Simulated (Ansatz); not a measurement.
# BeF+ (triplet): wave-function methods side by side at distance F1–Be2 = 3.530 Å, cc-pVTZ

The task here is to estimate one member of a computed series from the others.

The runs use Ansatz 0.2.0, Gaussian basis; cc-pVTZ, core rule «outside noble gas», up to 2 orbitals frozen.

To be run: UHF; CCSD(T) on ROHF; CCSD(T) on UHF; BCCD(T) on ROHF; CISD; CCSDT(Q) on ROHF; CCSDT(Q) on UHF; CASSCF and MRCISD+Q, 4 electrons in 4 orbitals; CASSCF and NEVPT2, 4 electrons in 4 orbitals.

21 further runs of the same task are left out: 12 for a known fault of the program, 8 that didn't finish, 1 set aside as unsound or not needed.

## What is computed

The geometry derives from a PBE0/def2-TZVP stationary point (not a proven minimum). One bond is set to the value named and the two fragments are kept rigid.

2 atoms, charge 1, spin multiplicity 3.

Atoms are counted from 1 here; the program's logs count them from 0.

No contacts short enough for the rule that draws bonds.

As a file:

```
F     0.00000    0.00000    0.00000
Be    0.00000    0.00000    3.53000
```

The first run:

Contents of in.yaml:

```yaml
crystal:
  periodic: [false, false, false]
  atoms:
    - {symbol: F, position_ang: [0.000000, 0.000000, 0.000000]}
    - {symbol: Be, position_ang: [0.000000, 0.000000, 3.530000]}
basis:
  gaussian: {orbitals: cc-pVTZ}
total_charge: 1
magnetization: {spin_polarized: true, initial_magnetization: 2}
hamiltonian: {xc: hf}
output: {orbitals: {seedname: orbitals}}
```

Launch:

```sh
> ansatz run in.yaml --threads 1 --pin off --events-out ev --progress --plain --max-ram 2393MiB
```

Steps of the session up to this table: UHF; CCSD(T) on ROHF; CCSD(T) on UHF; BCCD(T) on ROHF; CISD; CCSDT(Q) on ROHF; CCSDT(Q) on UHF; CASSCF and MRCISD+Q, 4 electrons in 4 orbitals; CASSCF and NEVPT2, 4 electrons in 4 orbitals.

One of the session's tables, all rows but one given; the rest of the session is left out.

| method | from UCCSDT(Q) (kJ/mol) |
| --- | --- |
| ROHF | +578.8 |
| UHF | +566.5 |
| RMP2 | +39.6 |
| UMP2 | +40.3 |
| CISD | +22.9 |
| RCCSD | +10.7 |
| UCCSD | +10.3 |
| RCCSD(T) | +0.9 |
| UCCSD(T) | +0.7 |
| BCCD(T) | +0.9 |
| RCCSDT | +0.4 |
| UCCSDT | +0.2 |
| RCCSDT(Q) | +0.3 |
| UCCSDT(Q) | 0 |
| CASSCF pair | ? |
| NEVPT2 pair | +37.0 |
| MRCISD pair | +20.5 |
| MRCISD+Q pair | +3.3 |

**Question.** Estimate the row for CASSCF pair.

**Answer.** from UCCSDT(Q) (kJ/mol): +543.6. In the column «from UCCSDT(Q) (kJ/mol)» it lies between UMP2 (+40.3) and UHF (+566.5).

To keep in mind: Restricted and unrestricted rows rest on different reference determinants; where their highest levels disagree by more than a few hundredths of an eV, they describe different states and don't form one ladder.
